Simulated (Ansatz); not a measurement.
Turn this script for the Python package of Ansatz (0.2.0) into the input file that the command-line program reads.

`deck_la2pbr2.py`
```python
import ansatz
import pandas as pd

deck = {
    "crystal": {
        "lattice": [[4.269546, 0.0, 0.0], [-2.134773, 3.697536, 0.0], [0.0, 0.0, 10.203336]],
        "atoms": [
            {"symbol": "La", "position": [0.333333, 0.666667, 0.83934]},
            {"symbol": "La", "position": [0.666667, 0.333333, 0.16066]},
            {"symbol": "P", "position": [0.0, 0.0, 0.0]},
            {"symbol": "Br", "position": [0.666667, 0.333333, 0.656397]},
            {"symbol": "Br", "position": [0.333333, 0.666667, 0.343603]},
        ],
    },
    "kpoints": {"mp_grid": {"grid": [6, 6, 3]}},
    "hamiltonian": {"xc": "lda"},
    "scf": {
        "occupations": {"method": "fermi_dirac", "width": 0.1},
        "mixing": {"preconditioner": "none"},
    },
    "basis": {"ecutwfc": "31 Ry"},
    "output": {"forces": True},
}

res = ansatz.Session.from_dict(deck).plan(threads=1).execute()
rep = res.report

for key in ("converged", "n_iterations", "n_electrons", "n_kpoints", "n_pw", "n_symmetry_ops", "free_energy_ev", "fermi_energy_ev"):
    print(f"{key:18s} {rep[key]}")

table = pd.DataFrame(rep["forces_ev_ang"], columns=["fx", "fy", "fz"])
table.insert(0, "atom", [site["symbol"] for site in rep["lattice"]["sites"]])
print(table.round(4).to_string())
```

```console
$ python deck_la2pbr2.py
DeckWarning: the atoms were moved onto the symmetric positions of the space group found under crystal.symmetry.tolerance 1.0e-5 (fractional; no operation is sought that the atoms, as they stand in a round, miss by more than twice it, and no atom is moved by as much as it), and the run uses the moved positions. Before [...]
converged          True
n_iterations       7
n_electrons        41.0
n_kpoints          17
n_pw               3173
n_symmetry_ops     12
free_energy_ev     -18274.976404581474
fermi_energy_ev    7.370002389443793
  atom   fx   fy      fz
0   La  0.0  0.0  0.0413
1   La -0.0 -0.0 -0.0413
2    P  0.0 -0.0  0.0000
3   Br  0.0  0.0  0.3325
4   Br -0.0 -0.0 -0.3325
```
(Warnings from the package without file and line, shortened, repeats left out.)

`input.yaml`:
```yaml
crystal:
  lattice:
    - [4.269546, 0.0, 0.0]
    - [-2.134773, 3.697536, 0.0]
    - [0.0, 0.0, 10.203336]
  atoms:
    - { symbol: La, position: [0.333333, 0.666667, 0.83934] }
    - { symbol: La, position: [0.666667, 0.333333, 0.16066] }
    - { symbol: P, position: [0.0, 0.0, 0.0] }
    - { symbol: Br, position: [0.666667, 0.333333, 0.656397] }
    - { symbol: Br, position: [0.333333, 0.666667, 0.343603] }
kpoints:
  mp_grid: { grid: [6, 6, 3] }
hamiltonian:
  xc: lda
scf:
  occupations: { method: fermi_dirac, width: 0.1 }
  mixing: { preconditioner: none }
basis:
  ecutwfc: "31 Ry"
output:
  forces: true
```

On the command line:
```console
$ ansatz run input.yaml --threads 1 --pin off --max-ram 3072MiB --backend cpu --events-out ev --progress --plain --runs-dir out
Warning: the atoms were moved onto the symmetric positions of the space group found under crystal.symmetry.tolerance 1.0e-5 (fractional; no operation is sought that the atoms, as they stand in a round, miss by more than twice it, and no atom is moved by as much as it), and the run uses the moved positions. Before a round's move an operation carried an atom to 4.27e-6 Å from where it should land, [...]
Engine: ansatz 0.2.0, x86_64-unknown-linux-gnu
Pseudopotentials: kind: paw
Pseudopotential: La, paw, valence charge 11, recommended cutoff 420 eV (normal), La.paw.azcp
Pseudopotential: P, paw, valence charge 5, recommended cutoff 420 eV (normal), P.paw.azcp
Pseudopotential: Br, paw, valence charge 7, recommended cutoff 420 eV (normal), Br.paw.azcp
Functional definition: SPW92
  exchange = slater_x
  correlation = pw_c
Crystal: 5 atoms, lattice volume = 161.078 Å³
Basis set: ecut = 421.77648681281397 eV, 3173 PW (Γ)
Bands: 26, of which v1, the nominal top of the filled ones, is band 21 counted from 1 (20 counted from 0)
Symmetry: 12 space group operations
Space group: P-3m1 (ITA 164), of the structure as read, at distance tolerance 5.4e-5 Å
k-points: 17 of 108
Non-local potential: La, projectors of the file, l = 0: 3, l = 1: 2, l = 2: 2, l = 3: 3
Non-local potential: P, projectors of the file, l = 0: 2, l = 1: 2, l = 2: 2
Non-local potential: Br, projectors of the file, l = 0: 2, l = 1: 2, l = 2: 2
PAW form: soft (Blöchl's): semilocal exchange-correlation on the pseudo side does not see the compensation charge
PAW frozen core: La, regenerated for the run's functional, and the local potential with it (the file was generated under x = pbe(κ = 0.804, μ = 0.2195149727645171), c = pbe(β = 0.06672455060314922))
PAW frozen core: P, regenerated for the run's functional, and the local potential with it (the file was generated under x = pbe(κ = 0.804, μ = 0.2195149727645171), c = pbe(β = 0.06672455060314922))
PAW frozen core: Br, regenerated for the run's functional, and the local potential with it (the file was generated under x = pbe(κ = 0.804, μ = 0.2195149727645171), c = pbe(β = 0.06672455060314922))
PAW one-centre angular grid: La, 590 points (default); XC on 64 Gauss nodes
PAW one-centre angular grid: P, 110 points (default); XC on 64 Gauss nodes
PAW one-centre angular grid: Br, 110 points (default); XC on 64 Gauss nodes
Initial density: superposition of atomic densities (neutral atoms: chi_scale 0, normalization atom), corrected by the library's trained network
Initial wavefunctions: pseudopotential atomic-orbital guess
Functional: x = slater, c = lda
SCF iter   1: F=—  HF=-18274.986547 eV  |F-HF|=—  |Δ(HF+E_count)|=         —  Δρ=4.63e-3  dr2=3.30e-2  ethr=1.77e-3  ⟨swp⟩=7.5  Hψ=2186  notcnv=0
SCF iter   2: F=—  HF=-18274.979745 eV  |F-HF|=—  |Δ(HF+E_count)|=   6.80e-3  Δρ=2.27e-3  dr2=1.57e-2  ethr=8.05e-5  ⟨swp⟩=4.9  Hψ=1157  notcnv=0
SCF iter   3: F=—  HF=-18274.977102 eV  |F-HF|=—  |Δ(HF+E_count)|=   2.64e-3  Δρ=1.37e-3  dr2=4.30e-3  ethr=3.82e-5  ⟨swp⟩=3.9  Hψ=972  notcnv=0
SCF iter   4: F=—  HF=-18274.976653 eV  |F-HF|=—  |Δ(HF+E_count)|=   4.49e-4  Δρ=7.43e-4  dr2=1.24e-3  ethr=1.05e-5  ⟨swp⟩=2.2  Hψ=705  notcnv=0
SCF iter   5: F=—  HF=-18274.976409 eV  |F-HF|=—  |Δ(HF+E_count)|=   2.45e-4  Δρ=1.68e-4  dr2=3.41e-5  ethr=3.02e-6  ⟨swp⟩=2.0  Hψ=569  notcnv=0
SCF iter   6: F=—  HF=-18274.976404 eV  |F-HF|=—  |Δ(HF+E_count)|=   4.41e-6  Δρ=3.40e-5  dr2=9.49e-7  ethr=8.31e-8  ⟨swp⟩=3.3  Hψ=833  notcnv=0
SCF iter   7: F=-18274.976405 eV  HF=-18274.976405 eV  |F-HF|=6.33e-10  |Δ(HF+E_count)|=   3.14e-7  Δρ=6.91e-6  dr2=4.37e-8  ethr=3.93e-10  ⟨swp⟩=6.1  Hψ=1879  notcnv=0
SCF 1 converged in 7 iterations: F = -18274.976405 eV  dr2 = 4.37e-8
  greatest PAW one-centre occupation: 0.973 electrons in one spin orbital (limit 2), on the La atom at site 1 (counted from 0), in its partial waves of l = 0
SCF converged after 7 iterations
Free energy (F): -18274.976405 eV
Harris-Foulkes:  -18274.976405 eV  (|F-HF|=6.33e-10)
Internal energy: -18274.904954 eV  (E = F + TS)
E sigma→0 (E₀):  -18274.940679 eV
Entropy (-TS):   -0.071450 eV (-14.290 meV/atom)
Fermi energy:    7.370002 eV
--- Per-component energies (eV) ---
  E_band       = -178.263853
  E_kinetic    = 720.228644
  E_local      = -1632.238362  (includes V_loc(G=0)·N_el)
  E_nonlocal   = 378.591639
  E_hartree    = 544.190617
  E_xc         = -860.042494
  E_vxc        = -565.014073  (∫ρ·V_xc dr)
  E_paw        = -15350.430700  (= ΣΔE_a)
  E_vpaw       = -168.212801  (= ΣTr[D̂ρ^β])
  E_aug_tail   = 0.000002  (compensation charges beyond the density's cutoff)
  E_ewald      = -2076.380108
  E_core_change = 1.175807  (= ΣΔE_core)
  E_smearing   = -0.071450  (= −TS)
  E_closure    = -0.000000  (closes the sum)
  Σ components = -18274.976405   (vs F -18274.976405, Δ=0.00e0)
--- Forces (eV/Å), atoms counted from 1 ---
  atom   1  La     0.00000000     0.00000000     0.04134822
  atom   2  La     0.00000000    -0.00000000    -0.04134822
  atom   3  P      0.00000000     0.00000000     0.00000000
  atom   4  Br     0.00000000     0.00000000     0.33245545
  atom   5  Br    -0.00000000    -0.00000000    -0.33245545
  max |Σ_I F_I| component: 3.70e-17 eV/Å
```

What to keep in mind:
- The settings weren't tested for convergence.
- The cell holds an odd number of electrons and is run without spin, so a magnetic state may lie lower.
- For a metal this k-point mesh is coarse: on a finer one energies can move by several to tens of meV an atom and pressures by half a GPa or more, differences at one mesh by less.
- An absolute Fermi energy rests on an arbitrary zero of the periodic potential and has no direct meaning.
- The structure comes from a database of computed cells and needn't be a stable or known phase.
- Timing: 3.1 s on 1 thread of Intel(R) Xeon(R) 6975P-C (Granite Rapids), on a shared host, peak memory 0.52 GiB.

(Lines on the test bed's own set-up are left out of the output.)
